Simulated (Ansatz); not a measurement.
# C4H6F4: small, medium and large basis sets

Aim: see how fast density functionals converge with the basis set for C4H6F4.

Method: one geometry, several basis sets; program: Ansatz 0.2.0, Gaussian basis.

The runs, in order: PBE0-D4/def2-SVP; ωB97M-V/def2-SVP; PBE0-D4/def2-QZVPP; ωB97M-V/def2-QZVPP; the functionals' def2-TZVPP values are taken from earlier runs.

## Step 1: The relaxed structure

The geometry comes from an earlier relaxation with PBE0-D4 in a triple-zeta def2 set; it is a stationary point, not always the lowest conformer.

SMILES `FCC(F)(CF)CF`, 14 atoms, charge 0, spin multiplicity 1.

Atoms are counted from 1 here; the program's logs count them from 0.

Bond lengths: F1–C2 1.376 Å, C2–C3 1.513 Å, C2–H9 1.091 Å, C2–H10 1.093 Å, C3–F4 1.388 Å, C3–C5 1.522 Å, C3–C7 1.512 Å, C5–F6 1.379 Å, C5–H11 1.091 Å, C5–H12 1.094 Å, C7–F8 1.378 Å, C7–H13 1.093 Å, C7–H14 1.093 Å. Angles: F1–C2–C3 110.1°, F1–C2–H9 108.7°, F1–C2–H10 108.5°, C3–C2–H9 109.6°, C3–C2–H10 110.0°, H9–C2–H10 109.9°, C2–C3–F4 108.4°, C2–C3–C5 112.3°, C2–C3–C7 111.4°, F4–C3–C5 105.2°, F4–C3–C7 108.9°, C5–C3–C7 110.3°, C3–C5–F6 109.8°, C3–C5–H11 109.3°, C3–C5–H12 110.1°, F6–C5–H11 109.1°, F6–C5–H12 108.7°, H11–C5–H12 109.8° and more.

## Step 2: PBE0-D4 in def2-SVP

File in.yaml:

```yaml
crystal:
  periodic: [false, false, false]
  atoms:
    - {symbol: F, position_ang: [-2.037479, -0.086939, 1.212151]}
    - {symbol: C, position_ang: [-0.809263, -0.665923, 0.987120]}
    - {symbol: C, position_ang: [-0.205304, -0.123049, -0.289250]}
    - {symbol: F, position_ang: [-1.001385, -0.519821, -1.355238]}
    - {symbol: C, position_ang: [-0.213007, 1.398569, -0.331268]}
    - {symbol: F, position_ang: [0.521338, 1.898973, 0.722885]}
    - {symbol: C, position_ang: [1.196555, -0.647060, -0.502760]}
    - {symbol: F, position_ang: [1.262707, -2.003276, -0.270031]}
    - {symbol: H, position_ang: [-0.942857, -1.745127, 0.899427]}
    - {symbol: H, position_ang: [-0.157338, -0.438935, 1.834761]}
    - {symbol: H, position_ang: [-1.240296, 1.756508, -0.251528]}
    - {symbol: H, position_ang: [0.231053, 1.751345, -1.266347]}
    - {symbol: H, position_ang: [1.493313, -0.460088, -1.538433]}
    - {symbol: H, position_ang: [1.889064, -0.144377, 0.177412]}
basis:
  gaussian: {orbitals: def2-SVP}
hamiltonian: {xc: pbe0, dispersion: d4}
output: {orbitals: {seedname: orbitals}}
```

On the command line:

```
$ ansatz run in.yaml --threads 2 --pin off --events-out ev --progress --plain --max-ram 32768MiB --backend cpu
```

The runs that follow: ωB97M-V in def2-SVP; PBE0-D4 in def2-QZVPP; ωB97M-V in def2-QZVPP.

Q: Predict the results of all the runs planned. Wanted: PBE0-D4: double and triple zeta above quadruple; ωB97M-V: double and triple zeta above quadruple.

As calculated:

```
                                       quantity           value
PBE0-D4: double and triple zeta above quadruple  18.76, 0.78 eV
ωB97M-V: double and triple zeta above quadruple  19.24, 0.75 eV
```

In words: For PBE0-D4 the step from double to triple zeta gains 17.98 eV and the next only 0.78 eV. Total energies overstate the basis error of differences, where much of it tends to cancel. The LUMO of ωB97M-V is positive and keeps falling with the basis (3.53 to 1.86 eV): an unbound level that the basis holds in place.
